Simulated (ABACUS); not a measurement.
CsLiCr2Te2S3:

```
Cs Te Cr S Li
1.0
     3.31929    1.91639    6.87982
    -3.31929    1.91639    6.87982
     0.00000   -3.83279    6.87982
Cs Te Cr S Li
1 2 2 3 1
Direct
  0.00000 0.00000 0.00000
  0.67990 0.67990 0.67990
  0.32010 0.32010 0.32010
  0.79848 0.79848 0.79848
  0.20152 0.20152 0.20152
  0.13626 0.86374 0.50000
  0.50000 0.13626 0.86374
  0.86374 0.50000 0.13626
  0.50000 0.50000 0.50000
```

The cell was built by a generator and needn't be a form met in nature.

Alike in all runs: program ABACUS 3.10.1; functional PBE; potentials or basis PseudoDojo NC SR 0.4.1 PBE standard; cutoff 1361 eV; density cutoff 5442 eV; basis DZP LCAO (the cutoffs set its grid); k mesh 4 × 4 × 4; occupations fermi-dirac, width 0.05 eV.

Starts and where they ended:

```csv
start,free energy over the lowest (meV/atom),net moment (μB),site or absolute moments (μB),gap
"collinear spin, ferromagnetic start of up to 3 μB; fixed moment 3.5",16.2,3.50,Cs +0.01; Te -0.48; Cr +2.41; S -0.12; Li +0.01,-
"collinear spin, ferromagnetic start of up to 3 μB; fixed moment 4.5",0.0,4.50,Cs +0.01; Te -0.34; Cr +2.74; S -0.11; Li +0.01,-
"collinear spin, ferromagnetic start of up to 3 μB; fixed moment 1",105.8,1.00,Cs -0.00; Te -0.21; Cr +0.82; S -0.07; Li +0.00,-
"collinear spin, ferromagnetic start of up to 3 μB; fixed moment 6",45.9,6.00,Cs +0.03; Te +0.14; Cr +2.95; S -0.08; Li +0.01,-
"collinear spin, ferromagnetic start of up to 3 μB; fixed moment 2",78.4,2.00,Cs -0.00; Te -0.35; Cr +1.51; S -0.11; Li +0.00,-
"collinear spin, ferromagnetic start of up to 3 μB; fixed moment 7",96.1,7.00,Cs +0.05; Te +0.47; Cr +3.09; S -0.06; Li +0.01,-
```

All polarised runs hold their moment fixed, so the table maps the energy against it. A still lower state may exist.

Caveats: the atomic orbitals were generated for these runs and aren't a published set; the basis of atomic orbitals isn't converged, which shifts pressures, moduli and gaps; the total moment is fixed, so each spin has its own Fermi level; only a ferromagnetic start was run, and an antiferromagnetic order may lie lower in energy (some runs); the moment is held away from its start (some runs); forces of over 1 eV/Å show positions far from the minimum, so gaps and moduli don't describe the material at rest (some runs).
